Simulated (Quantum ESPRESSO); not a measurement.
# Zr2NbP3 (P6/mmm) in Quantum ESPRESSO: further runs

Aim: see how the results for Zr2NbP3 move with the level of theory and the settings. Levels: LDA, PBE+D3(BJ), optB86b-vdW. Tasks: real-space fields, band structure.

All numbers are computed with Quantum ESPRESSO 7.5; they aren't measurements. Logs are shortened: lines on timing, memory, paths and dates and some standing lists are left out, and cuts for length are marked.

**1. The structure**

Symmetry: P6/mmm, No. 191, hexagonal system. The conventional cell has a = 6.068 Å, b = 6.068 Å, c = 3.331 Å, α = 90.00°, β = 90.00°, γ = 120.00°. Around Zr (site symmetry -6m2) lie 6 P at 2.42 Å. Nb (site symmetry 6/mmm) has 2 Nb at 3.33 Å and 12 P at 3.46 Å and 6 Zr at 3.50 Å as nearest neighbours. P (site symmetry mmm) is surrounded by 4 Zr at 2.42 Å.

The cell was built by a generator and needn't be a form met in nature.

**2. Real-space fields, LDA**

Input file pw.in:

```
&CONTROL
  calculation = 'scf'
  prefix = 'pwscf'
  outdir = './tmp'
  pseudo_dir = './pseudo'
  tprnfor = .true.
  tstress = .true.
  disk_io = 'low'
/
&SYSTEM
  ibrav = 0
  nat = 6
  ntyp = 3
  ecutwfc = 82
  nbnd = 36
  input_dft = 'pz'
  occupations = 'smearing'
  smearing = 'mv'
  degauss = 0.01469973
/
&ELECTRONS
  conv_thr = 1.2d-09
  electron_maxstep = 120
  mixing_beta = 0.5
/
ATOMIC_SPECIES
Zr    91.2240 Zr.upf
Nb    92.9064 Nb.upf
P     30.9738 P.upf
CELL_PARAMETERS angstrom
   6.0683726000    0.0000000000    0.0000000000
  -3.0341863000    5.2553648300    0.0000000000
   0.0000000000    0.0000000000    3.3312432600
ATOMIC_POSITIONS angstrom
Zr    -0.0000000303    3.5035765709    0.0000000000
Zr     3.0341863303    1.7517882591    0.0000000000
Nb     0.0000000000    0.0000000000    0.0000000000
P      3.0341863000    0.0000000000    1.6656216300
P      1.5170931500    2.6276824150    1.6656216300
P     -1.5170931500    2.6276824150    1.6656216300
K_POINTS automatic
5 5 8 0 0 0
```

Input file pp_density.in:

```
&INPUTPP
  prefix = 'pwscf'
  outdir = './tmp'
  filplot = 'density.dat'
  plot_num = 0
/
&PLOT
  nfile = 1
  filepp(1) = 'density.dat'
  iflag = 3
  output_format = 6
  fileout = 'density.cube'
/
```

Input file pp_potential.in:

```
&INPUTPP
  prefix = 'pwscf'
  outdir = './tmp'
  filplot = 'potential.dat'
  plot_num = 11
/
&PLOT
  nfile = 1
  filepp(1) = 'potential.dat'
  iflag = 3
  output_format = 6
  fileout = 'potential.cube'
/
```

Input file pp_elf.in:

```
&INPUTPP
  prefix = 'pwscf'
  outdir = './tmp'
  filplot = 'elf.dat'
  plot_num = 8
/
&PLOT
  nfile = 1
  filepp(1) = 'elf.dat'
  iflag = 3
  output_format = 6
  fileout = 'elf.cube'
/
```

Input file pp_potential_ks.in:

```
&INPUTPP
  prefix = 'pwscf'
  outdir = './tmp'
  filplot = 'potential_ks.dat'
  plot_num = 1
/
&PLOT
  nfile = 1
  filepp(1) = 'potential_ks.dat'
  iflag = 3
  output_format = 6
  fileout = 'potential_ks.cube'
/
```

Potentials or basis: PseudoDojo 0.4 SR PBE stringent.

The run is started by

```
$ OMP_NUM_THREADS=1 pw.x -in pw.in > pw.out
$ OMP_NUM_THREADS=1 pp.x -in pp_density.in > pp_density.out
$ OMP_NUM_THREADS=1 pp.x -in pp_potential.in > pp_potential.out
$ OMP_NUM_THREADS=1 pp.x -in pp_elf.in > pp_elf.out
$ OMP_NUM_THREADS=1 pp.x -in pp_potential_ks.in > pp_potential_ks.out
```

pw.out:

```text
This program is part of the open-source Quantum ESPRESSO suite
     for quantum simulation of materials; please cite
         "P. Giannozzi et al., J. Phys.:Condens. Matter 21 395502 (2009);
         "P. Giannozzi et al., J. Phys.:Condens. Matter 29 465901 (2017);
         "P. Giannozzi et al., J. Chem. Phys. 152 154105 (2020);
     in publications or presentations arising from this work. More details at

     IMPORTANT: XC functional enforced from input :
     Exchange-correlation= PZ
                           (   1   1   0   0   0   0   0)
     Any further DFT definition will be discarded
     Please, verify this is what you really want

     Message from routine setup:
     using ibrav=0 with symmetry is DISCOURAGED, use correct ibrav instead

     G-vector sticks info
     --------------------
     sticks:   dense  smooth     PW     G-vecs:    dense   smooth      PW
     Sum        2989    2989    847                71881    71881   10909

     Using Slab Decomposition

     bravais-lattice index     =            0
     lattice parameter (alat)  =      11.4676  a.u.
     unit-cell volume          =     716.9322 (a.u.)^3
     number of atoms/cell      =            6
     number of atomic types    =            3
     number of electrons       =        52.00
     number of Kohn-Sham states=           36
     kinetic-energy cutoff     =      82.0000  Ry
     charge density cutoff     =     328.0000  Ry
     scf convergence threshold =      1.2E-09
     mixing beta               =       0.5000
     number of iterations used =            8  plain     mixing
     Exchange-correlation= PZ
                           (   1   1   0   0   0   0   0)

     celldm(1)=  11.467562  celldm(2)=   0.000000  celldm(3)=   0.000000
     celldm(4)=   0.000000  celldm(5)=   0.000000  celldm(6)=   0.000000

     crystal axes: (cart. coord. in units of alat)
               a(1) = (   1.000000   0.000000   0.000000 )
               a(2) = (  -0.500000   0.866025   0.000000 )
               a(3) = (   0.000000   0.000000   0.548952 )

     reciprocal axes: (cart. coord. in units 2 pi/alat)
               b(1) = (  1.000000  0.577350 -0.000000 )
               b(2) = (  0.000000  1.154701  0.000000 )
               b(3) = (  0.000000 -0.000000  1.821654 )

     PseudoPot. # 1 for Zr read from file:
     Zr.upf
     Pseudo is Norm-conserving + core correction, Zval = 12.0
     Generated using ONCVPSP code by D. R. Hamann
     Using radial grid of 1622 points,  6 beta functions with:
                l(1) =   0
                l(2) =   0
                l(3) =   1
                l(4) =   1
                l(5) =   2
                l(6) =   2

     PseudoPot. # 2 for Nb read from file:
     Nb.upf
     Pseudo is Norm-conserving + core correction, Zval = 13.0
     Generated using ONCVPSP code by D. R. Hamann
     Using radial grid of 1680 points,  6 beta functions with:
                l(1) =   0
                l(2) =   0
                l(3) =   1
                l(4) =   1
                l(5) =   2
                l(6) =   2

     PseudoPot. # 3 for P  read from file:
     P.upf
     Pseudo is Norm-conserving + core correction, Zval =  5.0
     Generated using ONCVPSP code by D. R. Hamann
     Using radial grid of 1298 points,  6 beta functions with:
                l(1) =   0
                l(2) =   0
                l(3) =   1
                l(4) =   1
                l(5) =   2
                l(6) =   2

     atomic species   valence    mass     pseudopotential
     Zr               12.00    91.22400     Zr( 1.00)
     Nb               13.00    92.90640     Nb( 1.00)
     P                 5.00    30.97380     P ( 1.00)

     24 Sym. Ops., with inversion, found

   Cartesian axes

     site n.     atom                  positions (alat units)
         1        Zr     tau(   1) = (  -0.0000000   0.5773503   0.0000000  )
         2        Zr     tau(   2) = (   0.5000000   0.2886751   0.0000000  )
         3        Nb     tau(   3) = (   0.0000000   0.0000000   0.0000000  )
         4        P      tau(   4) = (   0.5000000   0.0000000   0.2744758  )
         5        P      tau(   5) = (   0.2500000   0.4330127   0.2744758  )
         6        P      tau(   6) = (  -0.2500000   0.4330127   0.2744758  )

     number of k points=    25  Marzari-Vanderbilt smearing, width (Ry)=  0.0147
                       cart. coord. in units 2pi/alat
        k(    1) = (   0.0000000   0.0000000   0.0000000), wk =   0.0100000
        k(    2) = (   0.0000000   0.0000000   0.2277067), wk =   0.0200000
        k(    3) = (   0.0000000   0.0000000   0.4554135), wk =   0.0200000
        k(    4) = (   0.0000000   0.0000000   0.6831202), wk =   0.0200000
        k(    5) = (   0.0000000   0.0000000  -0.9108270), wk =   0.0100000
        k(    6) = (   0.0000000   0.2309401   0.0000000), wk =   0.0600000
[... 17 lines left out ...]
        k(   24) = (   0.2000000   0.5773503   0.6831202), wk =   0.1200000
        k(   25) = (   0.2000000   0.5773503  -0.9108270), wk =   0.0600000

     Dense  grid:    71881 G-vectors     FFT dimensions: (  72,  72,  40)

     Initial potential from superposition of free atoms

     starting charge      51.9925, renormalised to      52.0000
     Starting wfcs are   42 randomized atomic wfcs

     Self-consistent Calculation

     iteration #  1     ecut=    82.00 Ry     beta= 0.50
     Davidson diagonalization with overlap
     ethr =  1.00E-02,  avg # of iterations =  3.8

     total energy              =    -365.55122012 Ry
     estimated scf accuracy    <       4.07854902 Ry

     iteration #  2     ecut=    82.00 Ry     beta= 0.50
     Davidson diagonalization with overlap
     ethr =  7.84E-03,  avg # of iterations =  3.4
[... 78 lines left out ...]
     total energy              =    -367.91786980 Ry
     estimated scf accuracy    <          3.7E-09 Ry

     iteration # 14     ecut=    82.00 Ry     beta= 0.50
     Davidson diagonalization with overlap
     ethr =  7.19E-12,  avg # of iterations =  4.6

     End of self-consistent calculation

          k = 0.0000 0.0000 0.0000 (  8971 PWs)   bands (ev):

   -41.7225 -34.5376 -34.5023 -17.8564 -17.8564 -17.6122 -13.0827 -13.0827
   -12.8252 -12.7962 -12.7962 -12.7629   0.6579   3.8154   3.8154   6.3280
     8.5814   8.5814  10.0732  10.6124  10.6124  11.7864  12.8739  12.8739
    13.3808  13.4730  13.4730  13.9735  13.9735  14.0292  14.9671  14.9671
    14.9710  15.2613  15.2613  16.6113

          k = 0.0000 0.0000 0.2277 (  8994 PWs)   bands (ev):
[... 185 lines left out ...]
   -41.7070 -34.4800 -34.4736 -17.8352 -17.8346 -17.8194 -13.4205 -13.3887
   -12.9781 -12.8727 -12.8116 -12.7050   2.9978   3.0924   3.1326   8.2707
     8.5714   9.1685   9.2698   9.5422   9.6675  10.6827  11.5707  11.7612
    12.6198  12.8948  13.3500  14.1770  14.4708  14.7261  15.6489  16.2633
    16.7586  17.2874  17.3964  17.5668

     the Fermi energy is    13.4398 ev

!    total energy              =    -367.91786980 Ry
     estimated scf accuracy    <          1.1E-09 Ry
     smearing contrib. (-TS)   =      -0.00065720 Ry
     internal energy E=F+TS    =    -367.91721260 Ry

     The total energy is F=E-TS. E is the sum of the following terms:
     one-electron contribution =     -62.27501125 Ry
     hartree contribution      =      56.01819815 Ry
     xc contribution           =     -78.40018825 Ry
     ewald contribution        =    -283.26021125 Ry

     convergence has been achieved in  14 iterations

     Forces acting on atoms (cartesian axes, Ry/au):

     atom    1 type  1   force =    -0.00000000   -0.00000000    0.00000000
     atom    2 type  1   force =     0.00000000    0.00000000    0.00000000
     atom    3 type  2   force =     0.00000000    0.00000000    0.00000000
     atom    4 type  3   force =    -0.00000000    0.00000000    0.00000000
     atom    5 type  3   force =     0.00000000    0.00000000    0.00000000
     atom    6 type  3   force =     0.00000000    0.00000000   -0.00000000

     Total force =     0.000000     Total SCF correction =     0.000000

     Computing stress (Cartesian axis) and pressure

          total   stress  (Ry/bohr**3)                   (kbar)     P=      142.04
   0.00052883  -0.00000000   0.00000000           77.79       -0.00        0.00
  -0.00000000   0.00052883   0.00000000           -0.00       77.79        0.00
   0.00000000   0.00000000   0.00183901            0.00        0.00      270.53

=------------------------------------------------------------------------------=
   JOB DONE.
=------------------------------------------------------------------------------=
```

It took 2.2 min on 1 thread of Intel Xeon 6975P-C (Granite Rapids), shared host; peak memory 0.24 GiB.

Results:

```
Free energy            : -5005.7776 eV
Pressure               : 14.2 GPa
Band gap on the k mesh : none (metal or under the smearing width)
```

Stress tensor (GPa, compression positive):
```
 7.78  0.00  0.00
 0.00  7.78  0.00
 0.00  0.00 27.05
```

Caveat: the potentials were made for another functional, which shifts forces and pressure.

(Part 1 of 2 ends here.)
